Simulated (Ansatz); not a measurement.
# BiB3: the cost of one run

Program: Ansatz 0.2.0. Level of theory: DFT PBE, scalar-relativistic, plane waves, PAW. These are calculated values, not measurements.

1 further run of the same task is left out (for a known fault of the program).

**1. The structure to begin with**

Symmetry: Pm-3m, No. 221, cubic system. The conventional cell has a = 3.661 Å, b = 3.661 Å, c = 3.661 Å, α = 90.00°, β = 90.00°, γ = 90.00°. B (site symmetry 4/mmm) has 8 B at 2.59 Å and 4 Bi at 2.59 Å as nearest neighbours. Bi (site symmetry m-3m) has 12 B at 2.59 Å as nearest neighbours.

Structure file:

```
CELL_PARAMETERS angstrom
3.66053 0.00000 0.00000
0.00000 3.66053 0.00000
0.00000 0.00000 3.66053
ATOMIC_POSITIONS crystal
B 0.00000 0.50000 0.50000
B 0.50000 0.00000 0.50000
B 0.50000 0.50000 0.00000
Bi 0.00000 0.00000 0.00000
```

This is candidate A: Cu3Au (L1_2) type (Pm-3m, No. 221).

(A quick probe on a coarse mesh, which set the mesh and smearing, is not shown.)

**3. Rough relaxation on the coarse mesh (candidate A)**

input.yaml reads:

```yaml
crystal:
  lattice:
    - [3.6605280918, 0.0, 0.0]
    - [0.0, 3.6605280918, 0.0]
    - [0.0, 0.0, 3.6605280918]
  atoms:
    - { symbol: B, position: [0.0, 0.5, 0.5] }
    - { symbol: B, position: [0.5, 0.0, 0.5] }
    - { symbol: B, position: [0.5, 0.5, 0.0] }
    - { symbol: Bi, position: [0.0, 0.0, 0.0] }
basis:
  ecutwfc: 420
kpoints:
  mp_grid: { grid: [6, 6, 6] }
hamiltonian:
  xc: pbe
scf:
  occupations: { method: gaussian, width: 0.1 }
  lower_state_search: "off"
output:
  forces: true
  stress: true
  eigenvalues: true
relax:
  adjacent_minimum: "off"
  f_tol: 0.04
  max_steps: 70
  cell: { stress_tol: 0.4 }
```

Command:

```console
> ansatz run input.yaml --threads 1 --pin off --max-ram 2560MiB --backend cpu --events-out ev --progress --plain --runs-dir out
```

Q: Estimate wall time and peak memory on 1 thread of Arm Neoverse V1, shared host.

About 4.3 s, with a peak of 0.31 GiB.
